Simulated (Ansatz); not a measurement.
**InSe2: how settings move the results**

This session on InSe2 sets out to make a cell with atoms moved and axes strained at random, then test the plane-wave cutoff on the displaced cell.

Computed with Ansatz 0.2.0 (DFT PBEsol, scalar-relativistic, plane waves, PAW, unless a step's input says otherwise).

2 further runs of the same task are left out: 1 that didn't finish, 1 set aside as unsound or not needed. Runs told in other sessions of the task aren't counted.

## 1. The system as given

The structure is tetragonal, space group P4/nmm (No. 129). The conventional cell has a = 3.895 Å, b = 3.895 Å, c = 9.626 Å, α = 90.00°, β = 90.00°, γ = 90.00°. In (site symmetry 4mm) is surrounded by 4 Se at 2.84 Å. Se (site symmetry 4mm) has 4 In at 2.84 Å in its first shell of neighbours. Se (site symmetry -4m2) has 4 Se at 2.75 Å in its first shell of neighbours.

As a file:

```
CELL_PARAMETERS angstrom
3.89489 0.00000 0.00000
0.00000 3.89489 0.00000
0.00000 0.00000 9.62623
ATOMIC_POSITIONS crystal
In 0.00000 0.50000 0.70647
In 0.50000 0.00000 0.29353
Se 0.00000 0.50000 0.36621
Se 0.50000 0.00000 0.63379
Se 0.00000 0.00000 0.00000
Se 0.50000 0.50000 0.00000
```

The structure comes from the Materials Project (structure only); it is used as listed.

## 2. The base input

Input file input.yaml:

```yaml
crystal:
  lattice:
    - [3.894893, 0.0, 0.0]
    - [0.0, 3.894893, 0.0]
    - [0.0, 0.0, 9.626231]
  atoms:
    - { symbol: In, position: [0.0, 0.5, 0.706468] }
    - { symbol: In, position: [0.5, 0.0, 0.293532] }
    - { symbol: Se, position: [0.0, 0.5, 0.366212] }
    - { symbol: Se, position: [0.5, 0.0, 0.633788] }
    - { symbol: Se, position: [0.0, 0.0, 0.0] }
    - { symbol: Se, position: [0.5, 0.5, 0.0] }
basis:
  ecutwfc: 420
kpoints:
  mp_grid: { grid: [10, 10, 4] }
hamiltonian:
  xc: pbesol
scf:
  occupations: { method: gaussian, width: 0.1 }
output:
  forces: true
  stress: true
  eigenvalues: true
  populations: true
  write_density: true
  write_potential: true
  elf: true
  volumetric_format: npy
```

It was run beforehand and gave: -5458.1500 eV/atom at zero smearing, pressure -3.35 GPa, largest force 0.102 eV/Å, no gap on the mesh, in 9 SCF cycles and 20 s.

## 3. Atoms moved at random, cell strained

Input file input.yaml:

```yaml
crystal:
  lattice:
    - [3.9270757533, -0.0518420432, 0.0414956638]
    - [-0.0518420432, 3.8601552368, 0.0138576913]
    - [0.1025565645, 0.0342492945, 9.693539527]
  atoms:
    - { symbol: In, position: [0.0207369997, 0.5039957392, 0.7064070105] }
    - { symbol: In, position: [0.5041949102, 0.0298992359, 0.282924533] }
    - { symbol: Se, position: [-0.0061395236, 0.5209272203, 0.3768776956] }
    - { symbol: Se, position: [0.4822992083, 0.0548078754, 0.6293459235] }
    - { symbol: Se, position: [-0.0215138425, -0.0364804405, 0.0043115832] }
    - { symbol: Se, position: [0.4989402611, 0.4646776662, -0.0147760375] }
basis:
  ecutwfc: 420
kpoints:
  mp_grid: { grid: [8, 8, 4] }
hamiltonian:
  xc: pbesol
scf:
  occupations: { method: gaussian, width: 0.1 }
output:
  forces: true
  stress: true
  eigenvalues: true
```

Started as:

```console
ansatz run input.yaml --threads 1 --pin off --max-ram 2560MiB --backend cpu --events-out ev --progress --plain --runs-dir out
```

Log (excerpt; [...] marks lines left out):

```text
Warning: RAYON_NUM_THREADS=1 ignored (pool sized by the plan → 1); use --threads N
[...]
Pseudopotentials: kind: paw
Pseudopotential: In, paw, valence charge 13, recommended cutoff 420 eV (normal), In.paw.azcp
Pseudopotential: Se, paw, valence charge 16, recommended cutoff 420 eV (normal), Se.paw.azcp
Functional definition: PBEsol
[...]
Crystal: 6 atoms, lattice volume = 146.901 Å³
Basis set: ecut = 420 eV, 2891 PW (Γ), exchange–correlation on 54×54×144 points (8 copies of the dense FFT grid, shifted against one another)
Bands: 54, of which v1, the nominal top of the filled ones, is band 45 counted from 1 (44 counted from 0)
Symmetry: 1 space group operations
Space group: P1 (ITA 1), of the structure as read, at distance tolerance 5.3e-5 Å
k-points: 132 of 256 (time reversal used)
[...]
SCF iter   1: F=—  HF=-32748.778647 eV  |F-HF|=—  |Δ(HF+E_count)|=         —  Δρ=3.99e-3  dr2=3.47e-2  ethr=1.77e-3  ⟨swp⟩=6.4  Hψ=26192  notcnv=0  defer=59
[...]
SCF iter  10: F=-32748.764823 eV  HF=-32748.764823 eV  |F-HF|=8.09e-9  |Δ(HF+E_count)|=   9.79e-9  Δρ=1.56e-6  dr2=1.26e-8  ethr=1.11e-10  ⟨swp⟩=8.8  Hψ=31979  notcnv=0
[...]
SCF converged after 10 iterations
Free energy (F): -32748.764823 eV
[...]
E sigma→0 (E₀):  -32748.761768 eV
Entropy (-TS):   -0.006109 eV (-1.018 meV/atom)
Fermi energy:    8.834593 eV
[...]
--- Forces (eV/Å), atoms counted from 1 ---
  atom   1  In    -0.29831313     0.42860177    -0.10723443
  atom   2  In    -0.01936465     0.00452652     0.31789087
  atom   3  Se     0.04323964     0.10087176    -0.51008674
  atom   4  Se     0.34707672    -0.53030291     0.09725630
  atom   5  Se     0.30770596     0.02815026    -0.01147665
  atom   6  Se    -0.38034436    -0.03184892     0.21365363
[...]
--- Stress (GPa, compression-positive) ---
       -4.451129       0.496557      -0.245694
        0.496557      -2.887287       0.340375
       -0.245694       0.340375      -2.461226
  P = ⅓ Tr σ = -3.2665 GPa (-32.665 kbar)
--- Band table (eV; the first three rows and the last of 132) ---
[...]
```

It took 51 s on 1 thread of Intel Xeon 6975P-C (Granite Rapids), shared host; peak memory 0.94 GiB.

The change: all atoms moved at random (spread 0.1 Å), cell strained at random (1 %), on a 8×8×4 mesh.

Read-out: -5458.1270 eV/atom at zero smearing, pressure -3.27 GPa, largest force 0.641 eV/Å and no gap on the mesh.

## 4. Plane-wave cutoff on the displaced cell set to 200 eV

Edit input.yaml of step 3 so:

```diff
@@ -13,3 +13,3 @@
 basis:
-  ecutwfc: 420
+  ecutwfc: 200
 kpoints:
```

Started as:

```console
ansatz run input.yaml --threads 1 --pin off --max-ram 2560MiB --backend cpu --events-out ev --progress --plain --runs-dir out
```

Log (excerpt; [...] marks lines left out):

```text
Warning: basis.ecutwfc = 200 eV is below the records' recommended 420 eV, and the density's cutoff is lower with it unless basis.ecutrho_ratio is high enough to keep the records' density cutoff: compare with a run at a higher cutoff
Warning: RAYON_NUM_THREADS=1 ignored (pool sized by the plan → 1); use --threads N
[...]
[... 4 set-up lines as earlier in the session ...]
[...]
Crystal: 6 atoms, lattice volume = 146.901 Å³
Basis set: ecut = 200 eV, 941 PW (Γ), exchange–correlation on 40×36×90 points (8 copies of the dense FFT grid, shifted against one another)
Bands: 54, of which v1, the nominal top of the filled ones, is band 45 counted from 1 (44 counted from 0)
[... 2 set-up lines as earlier in the session ...]
k-points: 132 of 256 (time reversal used)
[...]
SCF iter   1: F=—  HF=-32724.790620 eV  |F-HF|=—  |Δ(HF+E_count)|=         —  Δρ=5.70e-2  dr2=2.23e0  ethr=1.77e-3  ⟨swp⟩=5.6  Hψ=22676  notcnv=0  defer=113
[...]
SCF iter   8: F=-32721.060526 eV  HF=-32721.060526 eV  |F-HF|=2.91e-8  |Δ(HF+E_count)|=   2.94e-7  Δρ=4.97e-6  dr2=5.28e-8  ethr=1.11e-10  ⟨swp⟩=6.8  Hψ=28697  notcnv=0
[...]
SCF converged after 8 iterations
Free energy (F): -32721.060526 eV
[...]
E sigma→0 (E₀):  -32721.057535 eV
Entropy (-TS):   -0.005981 eV (-0.997 meV/atom)
Fermi energy:    8.699722 eV
[...]
--- Forces (eV/Å), atoms counted from 1 ---
  atom   1  In    -0.34448121     0.55949313     0.03904681
  atom   2  In    -0.01034781     0.01694737     0.42601430
  atom   3  Se     0.09650342     0.12109446    -0.58833072
  atom   4  Se     0.37720520    -0.60135694    -0.01062616
  atom   5  Se     0.36625998    -0.01716543    -0.02911359
  atom   6  Se    -0.48514021    -0.07901323     0.16305514
[...]
--- Stress (GPa, compression-positive) ---
       -4.361725       0.091496      -0.262252
        0.091496      -3.952502       0.333843
       -0.262252       0.333843      -2.988972
  P = ⅓ Tr σ = -3.7677 GPa (-37.677 kbar)
--- Band table (eV; the first three rows and the last of 132) ---
[...]
```

Wall time 17 s (1 thread of Intel Xeon 6975P-C (Granite Rapids), shared host); peak memory 0.56 GiB.

This run gives -5453.5096 eV/atom at zero smearing, pressure -3.77 GPa, largest force 0.710 eV/Å and no gap on the mesh. The log warns that the cutoff lies under the recommended one.

## 5. Plane-wave cutoff on the displaced cell set to 250 eV

Edit input.yaml of step 4 so:

```diff
@@ -13,3 +13,3 @@
 basis:
-  ecutwfc: 200
+  ecutwfc: 250
 kpoints:
```

Started as:

```console
ansatz run input.yaml --threads 1 --pin off --max-ram 2560MiB --backend cpu --events-out ev --progress --plain --runs-dir out
```

Log (excerpt; [...] marks lines left out):

```text
Warning: basis.ecutwfc = 250 eV is below the records' recommended 420 eV, and the density's cutoff is lower with it unless basis.ecutrho_ratio is high enough to keep the records' density cutoff: compare with a run at a higher cutoff
Warning: RAYON_NUM_THREADS=1 ignored (pool sized by the plan → 1); use --threads N
[...]
[... 4 set-up lines as earlier in the session ...]
[...]
Crystal: 6 atoms, lattice volume = 146.901 Å³
Basis set: ecut = 250 eV, 1293 PW (Γ), exchange–correlation on 48×40×100 points (8 copies of the dense FFT grid, shifted against one another)
Bands: 54, of which v1, the nominal top of the filled ones, is band 45 counted from 1 (44 counted from 0)
[... 2 set-up lines as earlier in the session ...]
k-points: 132 of 256 (time reversal used)
[...]
SCF iter   1: F=—  HF=-32745.653033 eV  |F-HF|=—  |Δ(HF+E_count)|=         —  Δρ=1.49e-2  dr2=1.49e-1  ethr=1.77e-3  ⟨swp⟩=5.8  Hψ=24100  notcnv=0  defer=95
[...]
SCF iter   9: F=-32745.370662 eV  HF=-32745.370662 eV  |F-HF|=4.52e-8  |Δ(HF+E_count)|=   2.36e-8  Δρ=2.63e-6  dr2=5.51e-8  ethr=1.11e-10  ⟨swp⟩=7.5  Hψ=23965  notcnv=0
[...]
SCF converged after 9 iterations
Free energy (F): -32745.370662 eV
[...]
E sigma→0 (E₀):  -32745.367567 eV
Entropy (-TS):   -0.006190 eV (-1.032 meV/atom)
Fermi energy:    8.808272 eV
[...]
--- Forces (eV/Å), atoms counted from 1 ---
  atom   1  In    -0.27255948     0.41480593    -0.05608758
  atom   2  In    -0.04101780    -0.00561029     0.31176203
  atom   3  Se     0.05181019     0.12056378    -0.50056185
  atom   4  Se     0.31986000    -0.51790201     0.07401839
  atom   5  Se     0.30796526     0.00966139    -0.02445340
  atom   6  Se    -0.36605654    -0.02151820     0.19533366
[...]
--- Stress (GPa, compression-positive) ---
       -4.133821       0.629356      -0.217144
        0.629356      -2.727560       0.267610
       -0.217144       0.267610      -2.521064
  P = ⅓ Tr σ = -3.1275 GPa (-31.275 kbar)
--- Band table (eV; the first three rows and the last of 132) ---
[...]
```

Run time: 22 s. Hardware: 1 thread of Intel Xeon 6975P-C (Granite Rapids), shared host; peak memory 0.65 GiB.

This run gives -5457.5613 eV/atom at zero smearing, pressure -3.13 GPa, largest force 0.613 eV/Å and no gap on the mesh. The log warns that the cutoff lies under the recommended one.

## 6. Plane-wave cutoff on the displaced cell: 300 eV

Edit input.yaml of step 5 so:

```diff
@@ -13,3 +13,3 @@
 basis:
-  ecutwfc: 250
+  ecutwfc: 300
 kpoints:
```

Started as:

```console
ansatz run input.yaml --threads 1 --pin off --max-ram 2560MiB --backend cpu --events-out ev --progress --plain --runs-dir out
```

Log (excerpt; [...] marks lines left out):

```text
Warning: basis.ecutwfc = 300 eV is below the records' recommended 420 eV, and the density's cutoff is lower with it unless basis.ecutrho_ratio is high enough to keep the records' density cutoff: compare with a run at a higher cutoff
Warning: RAYON_NUM_THREADS=1 ignored (pool sized by the plan → 1); use --threads N
[...]
[... 4 set-up lines as earlier in the session ...]
[...]
Crystal: 6 atoms, lattice volume = 146.901 Å³
Basis set: ecut = 300 eV, 1759 PW (Γ), exchange–correlation on 48×48×120 points (8 copies of the dense FFT grid, shifted against one another)
Bands: 54, of which v1, the nominal top of the filled ones, is band 45 counted from 1 (44 counted from 0)
[... 2 set-up lines as earlier in the session ...]
k-points: 132 of 256 (time reversal used)
[...]
SCF iter   1: F=—  HF=-32748.554757 eV  |F-HF|=—  |Δ(HF+E_count)|=         —  Δρ=5.18e-3  dr2=3.97e-2  ethr=1.77e-3  ⟨swp⟩=6.0  Hψ=25071  notcnv=0  defer=80
[...]
SCF iter   9: F=-32748.528575 eV  HF=-32748.528575 eV  |F-HF|=3.56e-8  |Δ(HF+E_count)|=   7.43e-9  Δρ=2.70e-6  dr2=5.01e-8  ethr=1.11e-10  ⟨swp⟩=8.5  Hψ=29283  notcnv=0
[...]
SCF converged after 9 iterations
Free energy (F): -32748.528575 eV
[...]
E sigma→0 (E₀):  -32748.525511 eV
Entropy (-TS):   -0.006128 eV (-1.021 meV/atom)
Fermi energy:    8.831727 eV
[...]
--- Forces (eV/Å), atoms counted from 1 ---
  atom   1  In    -0.30344105     0.43319183    -0.10717151
  atom   2  In    -0.02002949     0.00572617     0.31476546
  atom   3  Se     0.04268175     0.10100145    -0.50354944
  atom   4  Se     0.35325981    -0.53628722     0.09592321
  atom   5  Se     0.30679391     0.02987380    -0.01238652
  atom   6  Se    -0.37926532    -0.03350594     0.21242731
[...]
--- Stress (GPa, compression-positive) ---
       -4.402476       0.505777      -0.248819
        0.505777      -2.847310       0.337452
       -0.248819       0.337452      -2.450619
  P = ⅓ Tr σ = -3.2335 GPa (-32.335 kbar)
--- Band table (eV; the first three rows and the last of 132) ---
[...]
```

Wall time 28 s (1 thread of Intel Xeon 6975P-C (Granite Rapids), shared host); peak memory 0.72 GiB.

Result: -5458.0876 eV/atom at zero smearing, pressure -3.23 GPa, largest force 0.649 eV/Å and no gap on the mesh. The log warns that the cutoff lies under the recommended one.

## 7. Plane-wave cutoff on the displaced cell set to 350 eV

Edit input.yaml of step 6 so:

```diff
@@ -13,3 +13,3 @@
 basis:
-  ecutwfc: 300
+  ecutwfc: 350
 kpoints:
```

Started as:

```console
ansatz run input.yaml --threads 1 --pin off --max-ram 2560MiB --backend cpu --events-out ev --progress --plain --runs-dir out
```

Log (excerpt; [...] marks lines left out):

```text
Warning: basis.ecutwfc = 350 eV is below the records' recommended 420 eV, and the density's cutoff is lower with it unless basis.ecutrho_ratio is high enough to keep the records' density cutoff: compare with a run at a higher cutoff
Warning: RAYON_NUM_THREADS=1 ignored (pool sized by the plan → 1); use --threads N
[...]
[... 4 set-up lines as earlier in the session ...]
[...]
Crystal: 6 atoms, lattice volume = 146.901 Å³
Basis set: ecut = 350 eV, 2155 PW (Γ), exchange–correlation on 48×48×120 points (8 copies of the dense FFT grid, shifted against one another)
Bands: 54, of which v1, the nominal top of the filled ones, is band 45 counted from 1 (44 counted from 0)
[... 2 set-up lines as earlier in the session ...]
k-points: 132 of 256 (time reversal used)
[...]
SCF iter   1: F=—  HF=-32748.771371 eV  |F-HF|=—  |Δ(HF+E_count)|=         —  Δρ=3.97e-3  dr2=3.46e-2  ethr=1.77e-3  ⟨swp⟩=6.2  Hψ=25621  notcnv=0  defer=50
[...]
SCF iter  10: F=-32748.756728 eV  HF=-32748.756728 eV  |F-HF|=7.66e-9  |Δ(HF+E_count)|=   1.01e-8  Δρ=1.51e-6  dr2=1.22e-8  ethr=1.11e-10  ⟨swp⟩=4.0  Hψ=21366  notcnv=0
[...]
SCF converged after 10 iterations
Free energy (F): -32748.756728 eV
[...]
E sigma→0 (E₀):  -32748.753673 eV
Entropy (-TS):   -0.006110 eV (-1.018 meV/atom)
Fermi energy:    8.834707 eV
[...]
--- Forces (eV/Å), atoms counted from 1 ---
  atom   1  In    -0.29913837     0.42931605    -0.10654957
  atom   2  In    -0.01951896     0.00409621     0.31722341
  atom   3  Se     0.04342031     0.10101230    -0.50928683
  atom   4  Se     0.34785515    -0.53112065     0.09624537
  atom   5  Se     0.30795764     0.02822326    -0.01154993
  atom   6  Se    -0.38057516    -0.03152934     0.21392183
[...]
--- Stress (GPa, compression-positive) ---
       -4.438409       0.497717      -0.246456
        0.497717      -2.876439       0.341152
       -0.246456       0.341152      -2.453222
  P = ⅓ Tr σ = -3.2560 GPa (-32.560 kbar)
--- Band table (eV; the first three rows and the last of 132) ---
[...]
```

Run time: 39 s. Hardware: 1 thread of Intel Xeon 6975P-C (Granite Rapids), shared host; peak memory 0.8 GiB.

Result: -5458.1256 eV/atom at zero smearing, pressure -3.26 GPa, largest force 0.642 eV/Å and no gap on the mesh. The log warns that the cutoff lies under the recommended one.

## 8. Plane-wave cutoff on the displaced cell: 600 eV

Edit input.yaml of step 7 so:

```diff
@@ -13,3 +13,3 @@
 basis:
-  ecutwfc: 350
+  ecutwfc: 600
 kpoints:
```

Started as:

```console
ansatz run input.yaml --threads 1 --pin off --max-ram 2560MiB --backend cpu --events-out ev --progress --plain --runs-dir out
```

Log (excerpt; [...] marks lines left out):

```text
Warning: RAYON_NUM_THREADS=1 ignored (pool sized by the plan → 1); use --threads N
[...]
[... 4 set-up lines as earlier in the session ...]
[...]
Crystal: 6 atoms, lattice volume = 146.901 Å³
Basis set: ecut = 600 eV, 4893 PW (Γ), exchange–correlation on 64×64×160 points (8 copies of the dense FFT grid, shifted against one another)
Bands: 54, of which v1, the nominal top of the filled ones, is band 45 counted from 1 (44 counted from 0)
[... 2 set-up lines as earlier in the session ...]
k-points: 132 of 256 (time reversal used)
[...]
SCF iter   1: F=—  HF=-32748.783535 eV  |F-HF|=—  |Δ(HF+E_count)|=         —  Δρ=4.05e-3  dr2=3.51e-2  ethr=1.77e-3  ⟨swp⟩=6.6  Hψ=26780  notcnv=0  defer=60
[...]
SCF iter  10: F=-32748.770124 eV  HF=-32748.770124 eV  |F-HF|=2.10e-8  |Δ(HF+E_count)|=   5.76e-9  Δρ=1.97e-6  dr2=2.11e-8  ethr=1.11e-10  ⟨swp⟩=9.0  Hψ=27753  notcnv=0
[...]
SCF converged after 10 iterations
Free energy (F): -32748.770124 eV
[...]
E sigma→0 (E₀):  -32748.767069 eV
Entropy (-TS):   -0.006110 eV (-1.018 meV/atom)
Fermi energy:    8.834359 eV
[...]
--- Forces (eV/Å), atoms counted from 1 ---
  atom   1  In    -0.29813344     0.42837718    -0.10765376
  atom   2  In    -0.01925830     0.00459926     0.31811599
  atom   3  Se     0.04320747     0.10080722    -0.51022671
  atom   4  Se     0.34688245    -0.53005361     0.09756205
  atom   5  Se     0.30749837     0.02822373    -0.01149486
  atom   6  Se    -0.38019785    -0.03195461     0.21369812
[...]
--- Stress (GPa, compression-positive) ---
       -4.459208       0.495904      -0.245587
        0.495904      -2.895026       0.340024
       -0.245587       0.340024      -2.464191
  P = ⅓ Tr σ = -3.2728 GPa (-32.728 kbar)
--- Band table (eV; the first three rows and the last of 132) ---
[...]
```

Run time: 82 s. Hardware: 1 thread of Intel Xeon 6975P-C (Granite Rapids), shared host; peak memory 1.3 GiB.

This run gives -5458.1278 eV/atom at zero smearing, pressure -3.27 GPa, largest force 0.641 eV/Å and no gap on the mesh.

## 9. Summary: the plane-wave cutoff on the displaced cell

ΔE: energy per atom at zero smearing, less that of the run at 600 eV. Pressure is positive in compression and holds a correction for the finite cutoff (Pulay stress).

| cutoff (eV) | ΔE (meV/atom) | pressure (GPa) | largest change of a force component (eV/Å) | plane waves at Γ | SCF cycles | CPU time |
| --- | --- | --- | --- | --- | --- | --- |
| 200 | 4618 | -3.77 | 0.147 | 941 | 8 | 17 s |
| 250 | 567 | -3.13 | 0.052 | 1293 | 9 | 22 s |
| 300 | 40.3 | -3.23 | 0.007 | 1759 | 9 | 28 s |
| 350 | 2.23 | -3.26 | 0.001 | 2155 | 10 | 39 s |
| 420 | 0.88 | -3.27 | 0.000 | 2891 | 10 | 51 s |
| 600 | 0.00 | -3.27 | 0.000 | 4893 | 10 | 82 s |

CPU times come from a shared host, so they are rough.

## 10. What came out

| quantity | value |
| --- | --- |
| displaced cell | pressure -3.3 GPa, no gap on the mesh |
| plane-wave cutoff on the displaced cell: within 10 and 1 meV/atom of 600 eV from | 350 eV for 10; 420 eV for 1 |

In words: In the sweep of the plane-wave cutoff on the displaced cell, 420 eV already comes within 1 meV/atom of the reference, and so do all later runs, at about 0.62 of the reference's time. That is measured against the best run here, which may itself be short of the limit. Much of this error cancels in differences between similar cells. The pressure is off by up to 0.5 GPa. Forces stay within 0.01 eV/Å of the reference from 300 eV on. In some runs cutoff or mesh lie under the advised values, so their numbers carry a basis error. The final runs have no spin polarisation, so a magnetic state may lie lower.
